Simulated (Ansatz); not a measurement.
# S (diamond type): how the settings move a single-point run

How sensitive is a single-point run of S (diamond type) to its settings? A reference run comes first, then one run with altered input.

Computed with Ansatz 0.2.0 (reference: DFT, LDA, PAW with Ansatz's default frozen-core files, scalar-relativistic, unless a step's input says otherwise).

### 1 The system as given

The structure is cubic, space group Fd-3m (No. 227). Conventional cell: a = 4.616 Å, b = 4.616 Å, c = 4.616 Å, α = 90.00°, β = 90.00°, γ = 90.00°. S (site symmetry -43m) is surrounded by 4 S at 2.00 Å.

Coordinates:

```cif
data_structure
_symmetry_space_group_name_H-M 'P 1'
_symmetry_Int_Tables_number 1
_cell_length_a 3.2642
_cell_length_b 3.2642
_cell_length_c 3.2642
_cell_angle_alpha 60.000
_cell_angle_beta 60.000
_cell_angle_gamma 60.000
_cell_volume 24.59
loop_
_atom_site_label
_atom_site_type_symbol
_atom_site_fract_x
_atom_site_fract_y
_atom_site_fract_z
_atom_site_occupancy
S1 S 0.87500 0.87500 0.87500 1
S2 S 0.12500 0.12500 0.12500 1
```

### 2 The reference run

Input file input.yaml:

```yaml
crystal:
  lattice:
    - [0.0, 2.308123877, 2.308123877]
    - [2.308123877, 0.0, 2.308123877]
    - [2.308123877, 2.308123877, 0.0]
  atoms:
    - { symbol: S, position: [-0.125, -0.125, -0.125] }
    - { symbol: S, position: [0.125, 0.125, 0.125] }
kpoints:
  mp_grid: { grid: [13, 13, 13] }
scf:
  occupations: { method: fermi_dirac, width: 0.05 }
hamiltonian:
  xc: lda
  pseudopotentials: { kind: paw }
output:
  forces: true
  stress: true
  eigenvalues: true
  populations: true
  write_density: true
  write_potential: true
  elf: true
  volumetric_format: npy
```

Launch:

```bash
$ ansatz run input.yaml --threads 1 --pin off --max-ram 2048MiB --backend cpu --events-out ev --progress --plain --runs-dir out
```

### 3 Variant: scf.algorithm density_mixing

input.yaml, as its differences from that of step 2:

```diff
@@ -12,2 +12,3 @@
   occupations: { method: fermi_dirac, width: 0.05 }
+  algorithm: density_mixing
 hamiltonian:
@@ -20,5 +21 @@
   populations: true
-  write_density: true
-  write_potential: true
-  elf: true
-  volumetric_format: npy
```

Before running it: what results should come out? Wanted: for each run, ending; energy change; pressure; gap; force.

The runs gave:

```csv
run,ending,energy change,pressure (GPa),gap (eV),force (eV/Å),cycles,time
reference,converged,0,73.1,0.00,0.00,6,1.6 s
1: scf.algorithm density_mixing,converged,0.0 meV/atom,73.1,0.00,0.00,6,1.5 s
```

Times don't compare one to one where runs were asked for different outputs or read a saved state (see the inputs); cycles may leave out searches for a lower state.

Residual by cycle in the longest SCF loop of each run; runs are numbered as in the table. The quantity is the density residual dr2, in eV.

```csv
cycle,reference,run 1
1,0.0161,0.0161
2,0.00589,0.00589
3,2.4e-5,2.4e-5
4,7.8e-7,7.8e-7
5,1.9e-8,1.9e-8
6,9.2e-11,9.3e-11
```

Energy and cycle count are those of the reference, so the change (solver) left the result and the number of cycles as they were. Semilocal functionals close small gaps, so the missing gap need not be the real solid's. The structure is not at rest: the sound run finds 73 GPa, so these are no properties of the relaxed crystal. 
